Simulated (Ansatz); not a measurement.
**C3H9B2N: basis-set convergence**

One table from this session's results is given with a row withheld; the runs are named, their logs left out.

The runs use Ansatz 0.2.0, Gaussian basis; one geometry, several basis sets.

The runs, in order: PBE0-D4/def2-SVP; ωB97M-V/def2-SVP; PBE0-D4/def2-QZVPP; ωB97M-V/def2-QZVPP; the functionals' def2-TZVPP values are taken from earlier runs.

## The relaxed structure

An earlier PBE0-D4 in a triple-zeta def2 set relaxation fixed the geometry.

15 atoms, charge 0, spin multiplicity 1.

Atoms are counted from 1 here; the program's logs count them from 0.

Bond lengths: B1–N2 1.420 Å, B1–H7 1.197 Å, B1–H8 1.193 Å, N2–B3 1.419 Å, N2–C4 1.458 Å, B3–H9 1.193 Å, B3–H10 1.197 Å, C4–C5 1.495 Å, C4–H11 1.095 Å, C4–H12 1.095 Å, C5–C6 1.325 Å, C5–H13 1.088 Å, C6–H14 1.084 Å, C6–H15 1.083 Å. Angles: N2–B1–H7 119.1°, N2–B1–H8 118.9°, H7–B1–H8 121.9°, B1–N2–B3 121.4°, B1–N2–C4 119.3°, B3–N2–C4 119.3°, N2–B3–H9 118.9°, N2–B3–H10 119.1°, H9–B3–H10 121.9°, N2–C4–C5 114.0°, N2–C4–H11 109.2°, N2–C4–H12 109.2°, C5–C4–H11 108.8°, C5–C4–H12 108.9°, H11–C4–H12 106.5°, C4–C5–C6 126.3°, C4–C5–H13 114.3°, C6–C5–H13 119.4° and more.

Set-up of the first run:

in.yaml reads:

```yaml
crystal:
  periodic: [false, false, false]
  atoms:
    - {symbol: B, position_ang: [-0.663897, 1.116085, 1.385327]}
    - {symbol: N, position_ang: [-0.352938, -0.144831, 0.812170]}
    - {symbol: B, position_ang: [0.463875, -1.084941, 1.493162]}
    - {symbol: C, position_ang: [-0.869060, -0.473772, -0.511561]}
    - {symbol: C, position_ang: [0.030508, -0.064191, -1.632580]}
    - {symbol: C, position_ang: [1.203218, 0.540545, -1.516975]}
    - {symbol: H, position_ang: [-1.388525, 1.862620, 0.792512]}
    - {symbol: H, position_ang: [-0.203505, 1.395693, 2.449555]}
    - {symbol: H, position_ang: [0.917177, -0.791922, 2.556838]}
    - {symbol: H, position_ang: [0.668508, -2.151750, 0.989325]}
    - {symbol: H, position_ang: [-1.041332, -1.553645, -0.573032]}
    - {symbol: H, position_ang: [-1.844569, 0.005205, -0.647431]}
    - {symbol: H, position_ang: [-0.350727, -0.304067, -2.622844]}
    - {symbol: H, position_ang: [1.624176, 0.799047, -0.552144]}
    - {symbol: H, position_ang: [1.785291, 0.798926, -2.393024]}
basis:
  gaussian: {orbitals: def2-SVP}
hamiltonian: {xc: pbe0, dispersion: d4}
output: {orbitals: {seedname: orbitals}}
```

Steps of the session up to this table: PBE0-D4 in def2-SVP; ωB97M-V in def2-SVP; PBE0-D4 in def2-QZVPP; ωB97M-V in def2-QZVPP.

One table of the session follows, with a row left open; its other results are not shown here.

It belongs to the step «Functionals by basis». 

| functional | basis | HOMO (eV) |
| --- | --- | --- |
| PBE0-D4 | def2-SVP | -7.71 |
| PBE0-D4 | def2-TZVPP | -7.75 |
| PBE0-D4 | def2-QZVPP | -7.75 |
| ωB97M-V | def2-SVP | ? |
| ωB97M-V | def2-TZVPP | -10.01 |
| ωB97M-V | def2-QZVPP | -10.02 |

Q: Estimate the row for ωB97M-V, def2-SVP from the others.

The run gave: HOMO (eV): -9.97. In the column «HOMO (eV)» it lies between ωB97M-V, def2-TZVPP (-10.01) and PBE0-D4, def2-TZVPP (-7.75).
